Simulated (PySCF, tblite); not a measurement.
# C₅H₇NO₃Si: geometry, infrared bands and NMR shifts

Aim: predict the infrared bands and NMR shifts of C₅H₇NO₃Si (`CC(=O)c1nocc1O[SiH3]`).

The runs use tblite 0.8.0 and PySCF 2.14.0, with density-fitted response routines of our own; the level of theory stands in each step. All values are computed, except where a source is named. Atoms count from 0, in the outputs and in this text.

## Step 1: The molecule as given

17 atoms, charge 0, multiplicity 1; geometry from: force field or distance geometry start.

Bonds of the start (Å): C0–C1 1.50, C1–O2 1.25, C1–C3 1.46, C3–N4 1.33, N4–O5 1.38, O5–C6 1.36, C6–C7 1.38, C7–O8 1.35, O8–Si9 1.65, C7–C3 1.43, C0–H10 1.10, C0–H11 1.09, C0–H12 1.10, C6–H13 1.08, Si9–H14 1.48, Si9–H15 1.48, Si9–H16 1.48.

## Step 2: Geometry optimisation with GFN2-xTB

What the job is given:

```
{"job": {"kind": "relax", "xc": "GFN2-xTB", "basis": "xTB"}, "charge": 0, "multiplicity": 1}
C     -3.185100     0.041300     0.373100
C     -1.730200     0.028500     0.717200
O     -1.370000    -0.073100     1.909300
C     -0.758400     0.125400    -0.374400
N     -1.159400     0.217500    -1.638800
O     -0.011700     0.286600    -2.408200
C      1.078300     0.230900    -1.598300
C      0.669500     0.124600    -0.285800
O      1.400900     0.029300     0.841600
Si     3.046600     0.035600     0.909300
H     -3.793300    -0.035000     1.286300
H     -3.440200    -0.808800    -0.268100
H     -3.451800     0.985000    -0.114900
H      2.034200     0.273500    -2.104100
H      3.511800    -0.065700     2.311200
H      3.567300     1.294200     0.318700
H      3.584700    -1.097800     0.115900
```

The run is started by

```
> OMP_NUM_THREADS=1 python probes_run.py task.json out
```

One launch serves the whole session: the jobs run in the order shown.

**Question.** This job is followed by: GFN2-xTB harmonic vibrations, gas phase; GIAO PBE0/pcSseg-1 NMR shielding, non-relativistic, gas phase. Predict these results of the whole session: strongest single infrared mode (GFN2-xTB); zero-point energy (GFN2-xTB); 13C shifts against TMS (PBE0/pcSseg-1); 1H shifts against TMS (PBE0/pcSseg-1, means over atoms taken as alike); 17O shifts against H2O (PBE0/pcSseg-1); 15N shifts against NH3 (PBE0/pcSseg-1); 29Si shifts against TMS (PBE0/pcSseg-1).

The runs gave:

| quantity | value |
| --- | --- |
| strongest single infrared mode (GFN2-xTB) | 2238 cm⁻¹, 387 km/mol |
| zero-point energy (GFN2-xTB) | 69.7 kcal/mol |
| 13C shifts against TMS (PBE0/pcSseg-1) | 196.0, 156.6, 149.5, 148.7, 31.1 ppm |
| 1H shifts against TMS (PBE0/pcSseg-1, means over atoms taken as alike) | 8.34, 5.14, 2.75 ppm |
| 17O shifts against H2O (PBE0/pcSseg-1) | 682.8, 369.7, 55.7 ppm |
| 15N shifts against NH3 (PBE0/pcSseg-1) | 433.3 ppm |
| 29Si shifts against TMS (PBE0/pcSseg-1) | -35.3 ppm |

**Reading.** Over 55 steps the energy fell by 0.283 eV; of the close pairs, N4–O5 changed most, 1.383 to 1.336 Å. The lowest mode is slightly imaginary (12i cm⁻¹), a soft motion within the noise of the Hessian, so the minimum is not strictly shown. The strongest single mode, at 2238 cm⁻¹, moves mainly H15 and H16. GFN2-xTB is a fitted tight-binding method: band positions and strengths are rough. Its intensities can rank the bands wrongly. C1 (ketone carbonyl carbon) lies farthest downfield among carbon, at 196.0 ppm; low-lying n→π* states of the double bond to the heteroatom give a large paramagnetic term (-251 ppm). At PBE0/pcSseg-1: The largest span, 1350 ppm, is at O2, where the paramagnetic term is -750 ppm. NICS(1)zz of -25 ppm above the planar ring from C3 marks a diatropic (aromatic) ring current.
